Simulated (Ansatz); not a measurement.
MnS, space group R-3m, a report of symmetry and cells

Computed with Ansatz's Python interface.

Notebook, run cell by cell (the value of a cell's last expression is shown):

**Cell 1**
```python
import ansatz as az
import numpy as np
```

**Cell 2**
```python
system = (
    az.Lattice.of((1.82999601, 1.05654869, 5.94184056), (-1.82999601, 1.05654869, 5.94184056), (0.0, -2.11309738, 5.94184056))
    .atom("Mn", (0.0, 0.0, 0.0))
    .atom("Mn", (0.5, 0.5, 0.5))
    .atom("S", (0.74999955, 0.74999955, 0.74999955))
    .atom("S", (0.25000045, 0.25000045, 0.25000045))
    .moments(Mn=2.8)
)
```

**Cell 3**
```python
[site.symbol for site in system.resolved().sites]
```
Output:
```text
['Mn', 'Mn', 'S', 'S']
```

**Cell 4**
```python
built = system.resolved()
vectors = np.array(built.lattice.vectors)
print("cell vectors (A)")
print(vectors.round(4) + 0.0)
for index, site in enumerate(built.sites):
    print(index, site.symbol, np.round(site.position, 4) + 0.0)
try:
    print({label: tuple(round(v, 4) for v in k) for label, k in az.high_symmetry_points(vectors.tolist()).items()})
except Exception as error:
    print("no labels:", error)
```
Output:
```text
cell vectors (A)
[[ 1.83    1.0565  5.9418]
 [-1.83    1.0565  5.9418]
 [ 0.     -2.1131  5.9418]]
0 Mn [0. 0. 0.]
1 Mn [0.5 0.5 0.5]
2 S [0.75 0.75 0.75]
3 S [0.25 0.25 0.25]
{'B': (0.8123, 0.5, 0.1877), 'B₁': (0.5, 0.1877, -0.1877), 'F': (0.5, 0.5, 0.0), 'L': (0.5, 0.0, 0.0), 'L₁': (0.0, 0.0, -0.5), 'P': (0.8123, 0.3439, 0.3439), 'P₁': (0.6561, 0.6561, 0.1877), 'P₂': (0.3439, 0.3439, -0.1877), 'Q': (0.6561, 0.3439, 0.0), 'X': (0.3439, 0.0, -0.3439), 'Z': (0.5, 0.5, 0.5), 'Γ': (0.0, 0.0, 0.0)}
```

The structure comes from a database and needn't be a stable phase.
